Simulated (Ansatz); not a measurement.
CuI2 under changes of volume

One of the cells (40.964 Å³/atom); the others are scaled copies at fixed shape and fractional positions:

```
I Cu
1.0
     5.20038    0.00000    0.00000
     0.00000    5.20038    0.00000
     0.00000    0.00000    4.54417
I Cu
2 1
Cartesian
  2.6002 0.0000 0.0000
  0.0000 2.6002 0.0000
  0.0000 0.0000 0.0000
```

The cell comes from a database or a generator and needn't be the stable form of this composition.

```yaml
Program: Ansatz 0.2.0
Functional: PBE
Potentials_or_basis: Ansatz PAW
Cutoff: "420 eV (not typed: the program's choice for these potentials)"
k_mesh: 5 × 5 × 6
Occupations: fermi-dirac, width 0.05 eV
Spin: no spin polarisation
```

```csv
volume (Å³/atom),energy over the lowest point (meV/atom),pressure (GPa)
38.506,29.29,2.8
39.326,17.14,2.0
40.145,8.50,1.4
40.964,3.00,0.8
41.783,0.26,0.3
42.603,0.00,-0.2
43.422,?,?
```

**Question.** What does the run at 43.422 Å³/atom give?

**Answer.** Energy over the lowest point 1.93 meV/atom; pressure -0.6 GPa.

Worked out: A Birch-Murnaghan fit of order 3 (a polynomial in V^(-2/3)) to the other rows has its minimum at 42.28 Å³/atom with B0 = V·E''(V) = 23 GPa and B' = 5.0 at fixed shape and positions, which overstates the stiffness. It gives 1.94 meV/atom at 43.422 Å³/atom, against the run's 1.93, and -dE/dV = -0.6 GPa, against -0.6.

Energies are extrapolated to zero smearing.

Caveats: this functional lacks dispersion, which binds the layers, so the pressure and a relaxed spacing across them are unreliable; an odd number of electrons without spin polarisation forces a metal; a magnetic or distorted state may lie lower; the run has no spin polarisation, though such a crystal can be magnetic.
